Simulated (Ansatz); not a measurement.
AlH7N2Si, SMILES [NH2][AlH][SiH2]N: vertical spin-state energies, run with Ansatz's Python interface.

The script, `alh7n2si.py`:
```python
"""Gap between spin states of AlH7N2Si at one geometry."""

import ansatz as az

mol = (
    az.Crystal.molecule()
    .atom("N", (-1.9125, 1.4992, -0.415))
    .atom("Al", (-0.1572, 1.0707, -0.0264))
    .atom("Si", (0.3118, -1.0723, 0.8055))
    .atom("N", (1.5333, -1.9073, -0.3005))
    .atom("H", (-1.9817, 1.8168, -1.4503))
    .atom("H", (-2.1822, 2.4135, 0.1317))
    .atom("H", (1.0464, 2.1316, -0.2624))
    .atom("H", (-0.8609, -1.8302, 0.9403))
    .atom("H", (0.9829, -0.9272, 2.1816))
    .atom("H", (0.993, -1.9417, -1.2066))
    .atom("H", (2.2926, -1.3102, -0.3772))
)

job = (
    mol.calculation()
    .basis(gaussian="def2-SVPD")
    .functional("pbe")
)
found = {}
for unpaired in [0, 2]:
    rep = job.spin("collinear", total=unpaired).run(threads=1).report
    s = unpaired / 2
    found[unpaired] = rep["free_energy_ev"]
    print(f"2S+1 = {unpaired + 1}: E = {found[unpaired]:.5f} eV, <S^2> = {abs(rep['mean_field']['state']['spin_squared']):.3f} (pure state {s * (s + 1):.2f})")
lowest = min(found, key=found.get)
for unpaired, e in found.items():
    print(f"multiplicity {unpaired + 1}: {(e - found[lowest]):.3f} eV above the lowest")
```

Which spin state is lowest at this geometry, and how far above lie the others?

In order: multiplicity 1 (+0.00 eV) and multiplicity 3 (+2.59 eV), all at the one geometry.

The run itself:

```console
$ python alh7n2si.py
2S+1 = 1: E = -17550.58770 eV, <S^2> = 0.000 (pure state 0.00)
2S+1 = 3: E = -17547.99810 eV, <S^2> = 2.004 (pure state 2.00)
multiplicity 1: 0.000 eV above the lowest
multiplicity 3: 2.590 eV above the lowest
```

Notes:
- Total energies depend on the basis set; only differences at equal settings carry meaning.
- The geometry is a force-field or estimated start, not a minimum of this method, and the basis set is short of its limit. All parts are taken at fixed geometry, without zero-point energy.
- Run time: 14 s on 1 thread of AMD EPYC 9R14 (Zen 4) (shared host), peak memory 0.34 GiB.

(Lines on the test bed's own set-up are left out of the output.)
